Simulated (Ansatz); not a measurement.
# AlRu: the cost of one run

Computed with Ansatz 0.2.0 (DFT PBEsol, scalar-relativistic, plane waves, PAW, unless a step's input says otherwise).

**1. Starting point**

Symmetry: Pm-3m, No. 221, cubic system. The conventional cell has a = 2.990 Å, b = 2.990 Å, c = 2.990 Å, α = 90.00°, β = 90.00°, γ = 90.00°. Ru (site symmetry m-3m) is surrounded by 8 Al at 2.59 Å. Al (site symmetry m-3m) is surrounded by 8 Ru at 2.59 Å.

As a file:

```cif
data_structure
_symmetry_space_group_name_H-M 'Pm-3m'
_symmetry_Int_Tables_number 221
_cell_length_a 2.9900
_cell_length_b 2.9900
_cell_length_c 2.9900
_cell_angle_alpha 90.000
_cell_angle_beta 90.000
_cell_angle_gamma 90.000
_cell_volume 26.73
loop_
_atom_site_label
_atom_site_type_symbol
_atom_site_symmetry_multiplicity
_atom_site_Wyckoff_symbol
_atom_site_fract_x
_atom_site_fract_y
_atom_site_fract_z
_atom_site_occupancy
Ru1 Ru 1 a 0.00000 0.00000 0.00000 1
Al1 Al 1 b 0.50000 0.50000 0.50000 1
```

**2. Relaxing cell and atoms: AlRu, no spin**

input.yaml reads:

```yaml
crystal:
  lattice:
    - [2.99, 0.0, 0.0]
    - [0.0, 2.99, 0.0]
    - [0.0, 0.0, 2.99]
  atoms:
    - { symbol: Ru, position: [0.0, 0.0, 0.0] }
    - { symbol: Al, position: [0.5, 0.5, 0.5] }
scf:
  occupations: { method: gaussian, width: 0.1 }
output:
  forces: true
  stress: true
  eigenvalues: true
hamiltonian:
  xc: pbesol
kpoints:
  mp_grid: { grid: [16, 16, 16] }
relax:
  f_tol: 0.005
  max_steps: 60
  cell: { stress_tol: 0.02 }
```

Launch:

```
> ansatz run input.yaml --threads 4 --pin off --max-ram 8192MiB --backend cpu --events-out ev --progress --plain --runs-dir out
```

What time and memory should one allow on 4 threads of AMD EPYC 7R43 (Zen 3), shared host?

About 6 s, with a peak of 0.43 GiB.
